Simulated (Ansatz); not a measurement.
**C₃H₅BrSi: a ladder of functionals and wavefunction methods**

Aim: compute C₃H₅BrSi with functionals from several rungs and with coupled cluster. The yardstick is the atomisation energy at the CCSD(T) limit.

Program: Ansatz 0.2.0, Gaussian basis. Level of theory: functionals in def2-TZVPP, the program's frozen cores in correlated methods. These are calculated values, not measurements.

Plan: LDA (SPW92), PBE-D4, revPBE-D4, BLYP-D4, r2SCAN-D4, B97M-V, PBE0-D4, B3LYP-D4, r2SCANh-D4, r2SCAN0-D4, HSE06-D4, BHLYP-D4, CAM-B3LYP-D4, LC-ωPBE, ωB97X-V, ωB97M-V, B2PLYP, PBE-QIDH; CCSD(T)/def2-SVP; CCSD(T)/def2-TZVPP; MP2/def2-QZVPP; extrapolation to the limit; RPA on PBE.

## Step 1: Structure used throughout

All runs share one geometry, relaxed beforehand with PBE0-D4 in a triple-zeta def2 set.

10 atoms, charge 0, spin multiplicity 1.

Atoms are counted from 1 here; the program's logs count them from 0.

Bond lengths: C1–C2 1.321 Å, C1–H6 1.084 Å, C1–H7 1.088 Å, C2–Si3 1.823 Å, C2–C4 1.493 Å, Si3–C4 1.870 Å, Si3–H8 1.480 Å, Si3–H9 1.477 Å, C4–Br5 1.930 Å, C4–H10 1.088 Å. Angles: C2–C1–H6 121.5°, C2–C1–H7 121.3°, H6–C1–H7 117.2°, C1–C2–Si3 154.0°, C1–C2–C4 136.1°, Si3–C2–C4 67.8°, C2–Si3–C4 47.7°, C2–Si3–H8 122.1°, C2–Si3–H9 118.1°, C4–Si3–H8 118.5°, C4–Si3–H9 119.3°, H8–Si3–H9 114.9°, C2–C4–Si3 64.5°, C2–C4–Br5 119.1°, C2–C4–H10 115.6°, Si3–C4–Br5 125.7°, Si3–C4–H10 116.9°, Br5–C4–H10 108.8°.

## Step 2: LDA

This LDA is Slater exchange with PW92 correlation.

The input, in.yaml:

```yaml
crystal:
  periodic: [false, false, false]
  atoms:
    - {symbol: C, position_ang: [0.054211, 1.744991, 0.252176]}
    - {symbol: C, position_ang: [0.176765, 0.432722, 0.168308]}
    - {symbol: Si, position_ang: [0.085517, -1.266378, 0.823660]}
    - {symbol: C, position_ang: [0.093927, -0.587261, -0.918414]}
    - {symbol: Br, position_ang: [-1.414421, -0.557295, -2.121823]}
    - {symbol: H, position_ang: [0.094983, 2.257895, 1.206781]}
    - {symbol: H, position_ang: [-0.105417, 2.355442, -0.633709]}
    - {symbol: H, position_ang: [1.284211, -1.987836, 1.305734]}
    - {symbol: H, position_ang: [-1.189690, -1.713678, 1.418906]}
    - {symbol: H, position_ang: [1.003113, -0.729804, -1.498618]}
basis:
  gaussian: {orbitals: def2-TZVPP}
hamiltonian: {xc: lda}
output: {orbitals: {seedname: orbitals}}
```

Launch:

```sh
$ ansatz run in.yaml --threads 4 --pin off --events-out ev --progress --plain --max-ram 10444MiB
```

After this run come: PBE-D4 (GGA); revPBE-D4 (GGA); BLYP-D4 (GGA); r2SCAN-D4 (meta-GGA); B97M-V (meta-GGA); PBE0-D4 (hybrid); B3LYP-D4 (hybrid); r2SCANh-D4 (hybrid); r2SCAN0-D4 (hybrid); HSE06-D4 (hybrid); BHLYP-D4 (hybrid); CAM-B3LYP-D4 (range-separated); LC-ωPBE (range-separated); ωB97X-V (range-separated); ωB97M-V (range-separated); B2PLYP (double hybrid); PBE-QIDH (double hybrid); CCSD(T) in def2-SVP; CCSD(T) in def2-TZVPP; MP2 in def2-QZVPP; RPA on PBE orbitals.

Q: Predict the results of all the runs planned. Wanted: atomisation energy, CCSD(T)/CBS; farthest beyond LDA; mean size of error, GGA; mean size of error, meta-GGA; mean size of error, hybrid; mean size of error, range-separated; mean size of error, double hybrid; gap, smallest and largest; T1 diagnostic.

**Answer**, as computed:

| quantity | value |
| --- | --- |
| atomisation energy, CCSD(T)/CBS | 874.5 kcal/mol |
| functionals within 8.7 kcal/mol (1.0 %) | revPBE-D4, BLYP-D4, r2SCAN-D4, B97M-V, B3LYP-D4, r2SCANh-D4, r2SCAN0-D4, CAM-B3LYP-D4, LC-ωPBE, ωB97X-V, ωB97M-V, PBE-QIDH |
| farthest beyond LDA | BHLYP-D4 (-26.7 kcal/mol) |
| mean size of error, GGA | 10.3 kcal/mol |
| mean size of error, meta-GGA | 5.5 kcal/mol |
| mean size of error, hybrid | 9.1 kcal/mol |
| mean size of error, range-separated | 1.9 kcal/mol |
| mean size of error, double hybrid | 5.2 kcal/mol |
| gap, smallest and largest | 3.46 eV (LDA (SPW92)), 10.48 eV (LC-ωPBE) |
| T1 diagnostic | 0.0108 |
| triples share of the correlation energy | 4.4 % |

**Reading.** The LDA atomisation energy is off by 135.1 kcal/mol (15 %): it overbinds. PBE-D4 is off by +25.5 kcal/mol. Double hybrids carry the basis error of their MP2 part in triple zeta, and no dispersion term here, so their miss is partly the set-up's. The rungs range-separated, double hybrid, meta-GGA miss on average by less than the doubt on the reference (8.7 kcal/mol), so they tie. The reference freezes the cores and leaves out relativity and excitations past (T), and its outer-core shells are covered unevenly, so misses under about 8.7 kcal/mol can't be ranked. All levels share the lack of spin-orbit coupling, which lowers the free heavy atoms and so the true binding. Hartree-Fock recovers 72 % of the binding; the rest is correlation. CCSD(T) in def2-SVP is off by -47.2 kcal/mol, which most functionals beat. Orbital gaps span 3.5 to 10.5 eV; exact exchange widens them. The restricted reference is unstable towards a spin-broken one. Correlated methods include outer-core shells of Br, which these sets cover unevenly.
